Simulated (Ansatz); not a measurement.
The system is VW2C3.

```
CELL_PARAMETERS angstrom
-1.52449 2.16193 4.58503
1.52449 -2.16193 4.58503
1.52449 2.16193 -4.58503
ATOMIC_POSITIONS crystal
W 0.83402 0.33402 0.50000
W 0.16598 0.66598 0.50000
V 0.50000 0.00000 0.50000
C 0.33904 0.33904 0.00000
C 0.66096 0.66096 0.00000
C 0.00000 0.00000 0.00000
```

The cell comes from a database or a generator and needn't be the stable form of this composition.

| Item | Value |
| --- | --- |
| Program | Ansatz 0.2.0 |
| Task | single point |
| Functional | PBE |
| Potentials or basis | Ansatz PAW |
| Cutoff | 420 eV (not typed: the program's choice for these potentials) |
| k mesh | 11 × 11 × 11 |
| Occupations | fermi-dirac, width 0.05 eV |
| Spin | collinear spin, ferromagnetic start |
| Starting moments | [0.0, 0.0, 2.0, 0.0, 0.0, 0.0] μB |

On this cell: pressure -1.4 GPa; largest force 0.054 eV/Å; net moment 0.00 μB per cell; band gap on the k mesh none (metal or under the smearing width).

The same run follows on a disturbed copy (atoms moved at random, drawn with an rms of 0.05 Å):

```xyz
6
Lattice="-1.5245 2.1619 4.5850 1.5245 -2.1619 4.5850 1.5245 2.1619 -4.5850" Properties=species:S:1:pos:R:3 pbc="T T T"
W    -0.0136    2.1882    3.0986
W     1.5680    0.0744    1.4948
V     0.0321    2.1118   -0.0315
C     0.0412   -0.0807    3.1307
C    -0.0068    0.0264    6.0001
C     0.0220   -0.0245   -0.0262
```

What does the disturbed cell give?

The energy (extrapolated to zero smearing) moves by +28.9 meV/atom; pressure 0.0 GPa; largest force 1.641 eV/Å; net moment 0.00 μB per cell; band gap on the k mesh none (metal or under the smearing width).

Forces in eV/Å, atoms in the order of the input:
```
W    0.065 -1.003 -0.931
W    0.065 -0.640  0.292
V   -0.077  0.232  0.196
C   -0.165  1.338 -0.935
C    0.283  0.105  0.930
C   -0.170 -0.032  0.449
```

Stress tensor (GPa, compression positive):
```
-0.43  0.20 -0.53
 0.20  1.36  0.01
-0.53  0.01 -1.01
```

Caveats: the starting moments weren't kept.
